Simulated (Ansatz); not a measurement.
# CH5Al (SMILES [CH3][AlH2]) at r2SCAN0/STO-3G

Aim: the electronic atomisation energy of CH5Al at r2SCAN0/STO-3G, from 4 runs. 

Program for the calculation: Ansatz 0.2.0.

43 further runs of the same task are left out: 1 that didn't finish, 42 set aside as unsound or not needed.

**1. The system as given**

CH5Al has 7 atoms, charge 0, and is taken as a singlet. SMILES: `[CH3][AlH2]`. The coordinates come from a PBE0-D4/def2-TZVP relaxation.

Bond lengths: C1–Al2 1.950 Å, C1–H3 1.093 Å, C1–H4 1.097 Å, C1–H5 1.093 Å, Al2–H6 1.590 Å, Al2–H7 1.590 Å. Angles: C1–Al2–H6 120.6°, C1–Al2–H7 120.6°, Al2–C1–H3 112.6°, Al2–C1–H4 109.5°, Al2–C1–H5 112.5°, H6–Al2–H7 118.8°, H3–C1–H4 106.7°, H3–C1–H5 108.6°, H4–C1–H5 106.6°.

**2. The energy at r2SCAN0/STO-3G**

job.yaml reads:

```yaml
crystal:
  periodic: [false, false, false]
  atoms:
    - {symbol: C, position_ang: [-0.448500, -0.695600, -0.355500]}
    - {symbol: Al, position_ang: [0.562900, 0.778300, 0.424700]}
    - {symbol: H, position_ang: [-1.063100, -1.219600, 0.380800]}
    - {symbol: H, position_ang: [-1.134400, -0.306400, -1.118200]}
    - {symbol: H, position_ang: [0.193400, -1.425500, -0.855600]}
    - {symbol: H, position_ang: [0.016000, 1.549300, 1.703400]}
    - {symbol: H, position_ang: [1.934800, 1.251600, -0.225400]}
basis:
  gaussian: {orbitals: STO-3G}
accuracy: high
total_charge: 0
hamiltonian: {xc: {name: r2SCAN0}}
```

Run with:

```sh
$ ansatz run job.yaml --threads 1 --pin off --max-ram 2610MiB --events-out events.jsonl --progress --plain --runs-dir runs
```

Standard output:

```text
Warning: RAYON_NUM_THREADS=1 ignored (pool sized by the plan → 1); use --threads N
Functional definition: r2SCAN0
  name "r2SCAN0"
  parameter a = 0.25
  parameter k0 = 0.174
  parameter k1 = 0.065
  parameter a1 = 4.9479
  exchange = (1 - a)*r2scan_x(k0 = k0, k1 = k1, a1 = a1) + a*exact_x
  correlation = r2scan_c
335 factors; integrals over basis functions are off by at most 2.0e-8 eV
mean field evaluation 1: about -7620.4544 eV, gradient 1.7e1 eV
mean field evaluation 2: about -7621.1108 eV, gradient 9.6e0 eV
mean field evaluation 4: about -7621.3918 eV, gradient 1.2e-1 eV
mean field evaluation 8: about -7621.3418 eV, gradient 1.1e-3 eV
mean field evaluation 16: about -7621.3418 eV, gradient 1.8e-8 eV
mean field -7621.34180311 eV, -280.0791453332 hartree, gradient 1.8e-8 eV, S^2 0.000000; 0 other end points of the search recorded, 0 dependent functions left out
reference -7621.34180347 eV, -280.0791453465 hartree; 12, 12 occupied and 7, 7 virtual orbitals, 335 factors
Total energy: -7621.34180347 eV, -280.0791453465 hartree
```

Run time: 2.8 s. Hardware: 1 thread of Arm Neoverse V1, shared host; peak memory 0.14 GiB.

**3. The Al atom**

input.yaml reads:

```yaml
crystal:
  periodic: [false, false, false]
  atoms:
    - {symbol: Al, position_ang: [0.000000, 0.000000, 0.000000]}
basis:
  gaussian: {orbitals: STO-3G}
total_charge: 0
magnetization: {spin_polarized: true, initial_magnetization: 1}
hamiltonian: {xc: {name: r2SCAN0}}
accuracy: high
```

Run the same way, it converges to -239.29241 Eh (log not shown).

**4. The C atom, same level**

run.yaml reads:

```yaml
crystal:
  periodic: [false, false, false]
  atoms:
    - {symbol: C, position_ang: [0.000000, 0.000000, 0.000000]}
basis:
  gaussian: {orbitals: STO-3G}
magnetization: {spin_polarized: true, initial_magnetization: 2}
hamiltonian: {xc: {name: r2SCAN0}}
accuracy: high
```

Run the same way, it converges to -37.33469 Eh (log not shown).

**5. The H atom at the same level**

run.yaml reads:

```yaml
basis:
  gaussian:
    orbitals: STO-3G
crystal:
  periodic: [false, false, false]
  atoms:
    - {symbol: H, position_ang: [0.000000, 0.000000, 0.000000]}
magnetization:
  spin_polarized: true
  initial_magnetization: 1
hamiltonian:
  xc: {name: r2SCAN0}
accuracy: high
```

Run the same way, it converges to -0.46649 Eh (log not shown).

**6. Outcome**

Level: r2SCAN0/STO-3G.

```
                     quantity          value
       molecule: total energy  -280.07915 Eh
        Al atom: total energy  -239.29241 Eh
                Al atom: ⟨S²⟩          0.750
         C atom: total energy   -37.33469 Eh
                 C atom: ⟨S²⟩          2.000
         H atom: total energy    -0.46649 Eh
                 H atom: ⟨S²⟩          0.750
electronic atomisation energy      30.466 eV
```

In words: Taking the molecule apart into free atoms costs 30.47 eV (703 kcal/mol), before zero-point energy and without spin-orbit coupling. In a minimal basis such a difference can be off by several eV, whatever the method.
